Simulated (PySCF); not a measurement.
# CH₇NOSi₂: runs on many settings, part 2 of 2

PySCF 2.14.0. Atoms count from 0. The steps go on from the part before.

**5. Spin-spin couplings: mPW1PW91/aug-cc-pVDZ in acetonitrile**

What the job is given:

```
{"job": {"kind": "j", "xc": "mPW1PW91", "basis": "aug-cc-pVDZ", "solvent": "acetonitrile"}, "charge": 0, "multiplicity": 1}
C      2.492464     0.820993     0.458980
N      1.407107     0.576616    -0.100330
Si     0.521045    -0.863285    -0.444761
O     -0.998905    -0.590378     0.036186
Si    -2.430804     0.162790     0.048325
H      3.151687     0.068497     0.905116
H      2.841299     1.850037     0.523725
H      0.880253    -2.086010     0.270854
H      0.582819    -0.970226    -1.898802
H     -3.273012    -0.717628     0.855497
H     -2.263822     1.484299     0.649366
H     -2.908933     0.263609    -1.330183
```

Method: mPW1PW91/aug-cc-pVDZ indirect spin-spin coupling, non-relativistic, IEF-PCM acetonitrile.

What it wrote:

```text
coarse grid: 10824 points
cycle   1  E = -751.1753845706  dE =  5.338e-01  |g| = 7.955e-01  |ddm| = 8.921e+00
cycle   2  E = -750.9261218494  dE =  2.493e-01  |g| = 1.359e+00  |ddm| = 3.481e+00
cycle   3  E = -751.2957220719  dE = -3.696e-01  |g| = 6.762e-02  |ddm| = 2.262e+00
cycle   4  E = -751.2966121620  dE = -8.901e-04  |g| = 3.547e-02  |ddm| = 3.046e-01
cycle   5  E = -751.2969427724  dE = -3.306e-04  |g| = 4.190e-03  |ddm| = 7.934e-02
cycle   6  E = -751.2969473827  dE = -4.610e-06  |g| = 1.403e-03  |ddm| = 1.599e-02
final grid: 94864 points
cycle   7  E = -751.3102380915  dE = -1.367e-05  |g| = 4.001e-03  |ddm| = 1.362e-01
cycle   8  E = -751.3102355666  dE =  2.525e-06  |g| = 5.370e-03  |ddm| = 1.889e-02
cycle   9  E = -751.3102418895  dE = -6.323e-06  |g| = 6.970e-04  |ddm| = 9.818e-03
cycle  10  E = -751.3102419904  dE = -1.008e-07  |g| = 8.463e-05  |ddm| = 1.383e-03
cycle  11  E = -751.3102419918  dE = -1.414e-09  |g| = 4.887e-05  |ddm| = 2.861e-04
cycle  12  E = -751.3102419922  dE = -4.384e-10  |g| = 1.967e-05  |ddm| = 1.004e-04
converged SCF energy = -751.3102419922

Indirect spin-spin couplings (Hz)
  i      j    bonds     total        FC       PSO       DSO        SD
  0 C    1 N    1    -18.469   -24.530     7.545    -0.061    -1.423
  0 C    2 Si   2      0.041     0.160    -0.097     0.063    -0.085
  0 C    3 O    3     -1.402    -1.411    -0.032     0.041         -
  0 C    5 H    1    173.506   173.473    -0.674     0.707         -
  0 C    6 H    1    176.398   176.348    -0.627     0.677         -
  0 C    7 H    3      0.826     1.031    -0.039    -0.166         -
  0 C    8 H    3      4.321     4.531     0.161    -0.372         -
  1 N    2 Si   1     13.741    15.423    -1.931     0.051     0.198
  1 N    3 O    2      2.455     2.555    -0.158     0.004     0.053
  1 N    4 Si   3     -0.101    -0.093    -0.002    -0.006    -0.000
  1 N    5 H    2      3.967     2.807     1.187     0.246    -0.273
  1 N    6 H    2     -5.128    -6.419     1.341     0.215    -0.264
  1 N    7 H    2     -0.869    -1.131     0.124     0.150    -0.013
  1 N    8 H    2     -4.816    -5.050     0.191     0.031     0.012
  2 Si   3 O    1      4.969     9.362    -4.675     0.076     0.205
  2 Si   4 Si   2     -1.109    -1.249    -0.025    -0.059     0.224
  2 Si   5 H    3     -9.331    -9.268    -0.084     0.059    -0.037
  2 Si   6 H    3    -20.564   -20.587    -0.301     0.346    -0.021
  2 Si   7 H    1   -190.822  -191.382     1.090    -0.388    -0.142
  2 Si   8 H    1   -190.882  -191.604     1.271    -0.393    -0.157
  2 Si   9 H    3     -4.279    -4.345    -0.159     0.275    -0.050
  2 Si  10 H    3      0.327     0.245    -0.074     0.183    -0.028
  2 Si  11 H    3      0.358     0.264    -0.034     0.141    -0.013
  3 O    4 Si   1     -1.561     2.305    -4.172     0.063     0.242
  3 O    5 H    4      0.285     0.220    -0.064     0.128         -
  3 O    6 H    4      0.380     0.334    -0.086     0.132         -
  3 O    7 H    2    -12.862   -12.983     0.075     0.045         -
  3 O    8 H    2     -4.095    -4.269     0.045     0.129         -
  3 O    9 H    2     -8.718    -8.710    -0.073     0.065         -
  3 O   10 H    2     -4.120    -4.161    -0.080     0.121         -
  3 O   11 H    2     -3.706    -3.766    -0.060     0.121         -
  4 Si   7 H    3     -3.918    -3.965    -0.189     0.295    -0.059
  4 Si   8 H    3      0.274     0.222    -0.097     0.170    -0.022
  4 Si   9 H    1   -182.298  -183.019     1.088    -0.257    -0.110
  4 Si  10 H    1   -178.662  -179.365     1.070    -0.261    -0.106
  4 Si  11 H    1   -174.707  -175.404     1.055    -0.260    -0.098
  5 H    6 H    2     12.932    13.704     2.492    -3.264         -
  5 H    7 H    4      1.088     0.810    -0.262     0.541         -
  5 H    8 H    4     -2.037    -1.486     0.541    -1.092         -
  5 H    9 H    6     -0.354    -0.017     0.374    -0.711         -
  5 H   11 H    6     -0.416    -0.006     0.482    -0.893         -
  6 H    7 H    4     -0.312     0.286     0.904    -1.502         -
  6 H    8 H    4     -1.662    -1.174     0.813    -1.302         -
  6 H    9 H    6     -0.371     0.010     0.413    -0.793         -
  6 H   11 H    6     -0.280    -0.004     0.353    -0.629         -
  7 H    8 H    2     15.529    17.380     0.433    -2.284         -
  7 H    9 H    4     -0.378    -0.156     0.329    -0.552         -
  7 H   10 H    4     -0.632     0.096     0.578    -1.306         -
  7 H   11 H    4     -0.689     0.057     0.566    -1.312         -
  8 H    9 H    4     -0.774    -0.060     0.537    -1.251         -
  8 H   10 H    4     -0.515     0.100     0.449    -1.064         -
  8 H   11 H    4      0.517     0.278    -0.059     0.298         -
  9 H   10 H    2      6.648     8.433     0.528    -2.313         -
  9 H   11 H    2      5.830     7.570     0.528    -2.268         -
 10 H   11 H    2      6.709     8.388     0.508    -2.187         -
```

Run time: 27 s. Hardware: 1 thread of Intel Xeon Platinum 8488C, shared host; peak memory 0.83 GiB.

This basis has no tight s functions, so the Fermi-contact terms are rough.

In short: J(Si2,H7) -190.9 Hz, J(Si4,H9) -178.6 Hz, J(C0,H6) 176.4 Hz (means over like pairs).

**6. Excited states and response: PBE0/def2-SVPD**

The job, as its differences from that of step 5:

```diff
@@ -1,2 +1,2 @@
-{"job": {"kind": "j", "xc": "mPW1PW91", "basis": "aug-cc-pVDZ", "solvent": "acetonitrile"}, "charge": 0, "multiplicity": 1}
+{"job": {"kind": "uv", "xc": "PBE0", "basis": "def2-SVPD", "nstates": 6, "ntriplets": 2, "tda": false, "scf": {"diis": false, "max_cycle": 61}}, "charge": 0, "multiplicity": 1}
 C      2.492464     0.820993     0.458980
```

Method: TDDFT PBE0/def2-SVPD, vertical, gas phase, core orbitals frozen in the response.

What it wrote:

```text
final grid: 94864 points
cycle   1  E = -750.4691653078  dE =  4.613e-01  |g| = 7.736e-01  |ddm| = 4.527e+00
cycle   2  E = -750.2050208399  dE =  2.641e-01  |g| = 1.365e+00  |ddm| = 2.476e+00
cycle   3  E = -749.7143778960  dE =  4.906e-01  |g| = 2.085e+00  |ddm| = 3.516e+00
cycle   4  E = -743.6491024785  dE =  6.065e+00  |g| = 4.349e+00  |ddm| = 6.965e+01
cycle   5  E = -725.3441959635  dE =  1.830e+01  |g| = 8.203e+00  |ddm| = 6.993e+01
cycle   6  E = -653.4244792453  dE =  7.192e+01  |g| = 1.215e+01  |ddm| = 1.128e+02
cycle   7  E = -606.5878069928  dE =  4.684e+01  |g| = 1.761e+01  |ddm| = 1.109e+02
cycle   8  E = -447.8560623727  dE =  1.587e+02  |g| = 1.718e+01  |ddm| = 2.866e+02
cycle   9  E = -543.5999581084  dE = -9.574e+01  |g| = 9.568e+00  |ddm| = 3.001e+02
cycle  10  E = -438.2956531394  dE =  1.053e+02  |g| = 1.685e+01  |ddm| = 3.244e+02
[... 41 cycles left out ...]
cycle  52  E = -469.4614305304  dE = -2.129e+01  |g| = 1.643e+01  |ddm| = 2.230e+02
cycle  53  E = -448.1709170052  dE =  2.129e+01  |g| = 1.344e+01  |ddm| = 2.230e+02
cycle  54  E = -469.4614305304  dE = -2.129e+01  |g| = 1.643e+01  |ddm| = 2.230e+02
cycle  55  E = -448.1709170051  dE =  2.129e+01  |g| = 1.344e+01  |ddm| = 2.230e+02
cycle  56  E = -469.4614305304  dE = -2.129e+01  |g| = 1.643e+01  |ddm| = 2.230e+02
cycle  57  E = -448.1709170051  dE =  2.129e+01  |g| = 1.344e+01  |ddm| = 2.230e+02
cycle  58  E = -469.4614305304  dE = -2.129e+01  |g| = 1.643e+01  |ddm| = 2.230e+02
cycle  59  E = -448.1709170051  dE =  2.129e+01  |g| = 1.344e+01  |ddm| = 2.230e+02
cycle  60  E = -469.4614305304  dE = -2.129e+01  |g| = 1.643e+01  |ddm| = 2.230e+02
cycle  61  E = -448.1709170051  dE =  2.129e+01  |g| = 1.344e+01  |ddm| = 2.230e+02
SCF not converged, last energy = -448.1709170051
```

It took 40 s on 1 thread of Intel Xeon Platinum 8488C, shared host; peak memory 0.62 GiB.

**What went wrong.** The SCF swings between two densities 21.29 Eh apart: plain iteration without DIIS overshoots. The remedy is to turn DIIS on. Numbers printed on the way are no properties of the molecule.

**7. Run by run: spin-spin couplings**

Couplings (Hz), each a mean over the pairs like the one named, with basis size and wall time:

| run | Si2–H7 | Si4–H9 | C0–H6 | C0–H5 | Si2–H6 | H7–H8 | C0–N1 | functions | time |
| --- | --- | --- | --- | --- | --- | --- | --- | --- | --- |
| wB97X/6-31G in methanol | -218.4 | -203.6 | 166.9 | 157.2 | -19.4 | 17.8 | -13.3 | 67 | 10 s |
| mPW1PW91/aug-cc-pVDZ in acetonitrile | -190.9 | -178.6 | 176.4 | 173.5 | -20.6 | 15.5 | -18.5 | 186 | 27 s |

**8. Results**

This closing draws on all 2 parts.

| quantity | value |
| --- | --- |
| 13C shifts against TMS (PBE0/def2-SVP) | 161.3 ppm |
| 1H shifts against TMS (PBE0/def2-SVP, means over atoms taken as alike) | 8.60, 8.41, 5.31, 5.24 ppm |
| 15N shifts against NH3 (PBE0/def2-SVP) | 400.1 ppm |
| 29Si shifts against TMS (PBE0/def2-SVP) | -50.5, -51.5 ppm |
| 17O shifts against H2O (PBE0/def2-SVP) | 28.5 ppm |
| largest coupling of the table (wB97X/6-31G) | 1J(Si,H) Si2–H7, -218.4 Hz |
| range of J(Si2,H7), mean over like pairs | -218.4 to -190.9 Hz |
| property runs in this session | 5, of which 2 failed and 0 gave unsound results |

What this shows: Single values in the summary come from the first run of each kind that ended normally (PBE0/def2-SVP; wB97X/6-31G), which need not be the best level. At PBE0/def2-SVP: The largest span, 776 ppm, is at N1, where the paramagnetic term is -452 ppm. In the run at wB97X/6-31G, the largest coupling of the table is Si2–H7 (mean over like pairs), -218.4 Hz, of which the Fermi-contact term gives -219.1 Hz. Couplings across rotatable bonds belong to this one conformer; where others are populated, the observed values are averages. The coupling Si2–H7, as a mean over pairs of its kind, runs from -218.4 Hz (wB97X/6-31G in methanol) to -190.9 Hz (mPW1PW91/aug-cc-pVDZ in acetonitrile). Couplings from bases without tight functions are rough.
